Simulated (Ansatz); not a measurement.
# ClFHIn: up Jacob's ladder to CCSD(T)

One table from this session's results is given with a row withheld; the runs are named, their logs left out.

The runs use Ansatz 0.2.0, Gaussian basis; functionals in def2-TZVPP, the program's frozen cores in correlated methods.

Plan: LDA (SPW92), PBE-D4, revPBE-D4, BLYP-D4, r2SCAN-D4, B97M-V, PBE0-D4, B3LYP-D4, r2SCANh-D4, r2SCAN0-D4, HSE06-D4, BHLYP-D4, CAM-B3LYP-D4, LC-ωPBE, ωB97X-V, ωB97M-V, B2PLYP, PBE-QIDH; CCSD(T)/def2-SVP; CCSD(T)/def2-TZVPP; MP2/def2-QZVPP; extrapolation to the limit; RPA on PBE.

## The geometry

The geometry comes from an earlier relaxation with PBE0-D4 in a triple-zeta def2 set; it is a stationary point. In takes the def2 core potential; no spin-orbit term is included.

SMILES `[F][InH][Cl]`, 4 atoms, charge 0, spin multiplicity 1.

Atoms are counted from 1 here; the program's logs count them from 0.

Bond lengths: F1–In2 1.939 Å, In2–Cl3 2.305 Å, In2–H4 1.688 Å. Angles: F1–In2–Cl3 109.3°, F1–In2–H4 121.8°, Cl3–In2–H4 128.9°.

The first run:

The input, in.yaml:

```yaml
crystal:
  periodic: [false, false, false]
  atoms:
    - {symbol: F, position_ang: [-1.569221, -0.190453, 0.987750]}
    - {symbol: In, position_ang: [-0.021137, 0.130339, -0.135572]}
    - {symbol: Cl, position_ang: [1.671113, -1.313051, 0.468232]}
    - {symbol: H, position_ang: [-0.025255, 1.312765, -1.340710]}
basis:
  gaussian: {orbitals: def2-TZVPP}
hamiltonian: {xc: lda}
output: {orbitals: {seedname: orbitals}}
```

Steps of the session up to this table: LDA; PBE-D4 (GGA); revPBE-D4 (GGA); BLYP-D4 (GGA); r2SCAN-D4 (meta-GGA); B97M-V (meta-GGA); PBE0-D4 (hybrid); B3LYP-D4 (hybrid); r2SCANh-D4 (hybrid); r2SCAN0-D4 (hybrid); HSE06-D4 (hybrid); BHLYP-D4 (hybrid); CAM-B3LYP-D4 (range-separated); LC-ωPBE-D4 (range-separated; the results give it without D4); ωB97X-V (range-separated); ωB97M-V (range-separated); B2PLYP (double hybrid); PBE-QIDH (double hybrid).

One of the session's tables, all rows but one given; the rest of the session is left out.

It belongs to the step «Frontier levels by functional». 

```
  functional  HOMO (eV)  LUMO (eV)  gap (eV)
 LDA (SPW92)          ?          ?         ?
      PBE-D4      -7.66      -2.71      4.95
   revPBE-D4      -7.60      -2.60      5.00
     BLYP-D4      -7.51      -2.71      4.80
   r2SCAN-D4      -8.01      -2.43      5.58
      B97M-V      -8.10      -2.58      5.52
     PBE0-D4      -9.08      -1.84      7.24
    B3LYP-D4      -8.81      -2.16      6.65
  r2SCANh-D4      -8.53      -2.11      6.42
  r2SCAN0-D4      -9.31      -1.67      7.65
    HSE06-D4      -8.67      -2.20      6.47
    BHLYP-D4     -10.35      -1.24      9.11
CAM-B3LYP-D4     -10.46      -1.06      9.41
     LC-ωPBE     -11.88       0.12     12.00
     ωB97X-V     -11.50      -0.02     11.48
     ωB97M-V     -11.35      -0.31     11.04
```

Estimate the missing values for LDA (SPW92).

As computed: HOMO (eV): -7.82; LUMO (eV): -2.98; gap (eV): 4.84. In the column «HOMO (eV)» it lies between r2SCAN-D4 (-8.01) and PBE-D4 (-7.66).
